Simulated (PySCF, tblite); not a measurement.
# C3H4F3NSi: geometry, infrared bands and NMR shifts

Aim: predict the infrared bands and NMR shifts of C3H4F3NSi (`N#C[C@H]([SiH3])C(F)(F)F`).

Computed with tblite 0.8.0 and PySCF 2.14.0, with density-fitted response routines of our own, on a single molecule in the gas phase. Atoms count from 0, in the outputs and in this text.

### 1 The molecule as given

12 atoms, charge 0, multiplicity 1; geometry from: force field or distance geometry start.

Bonds of the start (Å): N0–C1 1.13, C1–C2 1.48, C2–Si3 1.85, C2–C4 1.51, C4–F5 1.37, C4–F6 1.40, C4–F7 1.37, C2–H8 1.12, Si3–H9 1.44, Si3–H10 1.47, Si3–H11 1.50.

### 2 Relaxing the molecule with GFN2-xTB

The job: settings as JSON, then the geometry in Å.

```
{"job": {"kind": "relax", "xc": "GFN2-xTB", "basis": "xTB"}, "charge": 0, "multiplicity": 1}
N     -0.426300     2.472800    -1.370300
C     -0.296900     1.579900    -0.682700
C     -0.121700     0.417700     0.209900
Si     1.508000    -0.424700    -0.002100
C     -1.290700    -0.541100     0.158800
F     -1.122600    -1.624500     0.987800
F     -2.407000     0.178600     0.592100
F     -1.556300    -0.915000    -1.132500
H     -0.141300     0.841400     1.250600
H      1.709200    -0.936300    -1.337200
H      2.571900     0.529700     0.347000
H      1.575000    -1.579400     0.952600
```

On the command line:

```bash
> OMP_NUM_THREADS=1 python probes_run.py task.json out
```

This one command runs all jobs of the session in turn.

**Question.** This job is followed by: GFN2-xTB harmonic vibrations, gas phase; GIAO PBE0/pcSseg-1 NMR shielding, non-relativistic, gas phase. Predict these results of the whole session: strongest single infrared mode (GFN2-xTB); zero-point energy (GFN2-xTB); 13C shifts against TMS (PBE0/pcSseg-1); 1H shifts against TMS (PBE0/pcSseg-1, means over atoms taken as alike); 15N shifts against NH3 (PBE0/pcSseg-1); 29Si shifts against TMS (PBE0/pcSseg-1); 19F shifts against CFCl3 (PBE0/pcSseg-1, means over atoms taken as alike).

The runs gave:

```
                                                                 quantity                   value
                                strongest single infrared mode (GFN2-xTB)    788 cm⁻¹, 334 km/mol
                                             zero-point energy (GFN2-xTB)           39.6 kcal/mol
                                   13C shifts against TMS (PBE0/pcSseg-1)  134.7, 118.1, 21.7 ppm
   1H shifts against TMS (PBE0/pcSseg-1, means over atoms taken as alike)          4.27, 2.77 ppm
                                   15N shifts against NH3 (PBE0/pcSseg-1)               311.6 ppm
                                  29Si shifts against TMS (PBE0/pcSseg-1)               -62.3 ppm
19F shifts against CFCl3 (PBE0/pcSseg-1, means over atoms taken as alike)               -72.6 ppm
```

Over 57 steps the energy fell by 0.399 eV; of the close pairs, C2–Si3 changed most, 1.847 to 1.941 Å. No mode is imaginary among the 30: a minimum at this level. The strongest single mode, at 788 cm⁻¹, is spread over several atoms, H10, H11, H9 among them. GFN2-xTB is a fitted tight-binding method: band positions and strengths are rough. Its intensities can rank the bands wrongly. At PBE0/pcSseg-1: The largest span, 519 ppm, is at N0, where the paramagnetic term is -383 ppm.
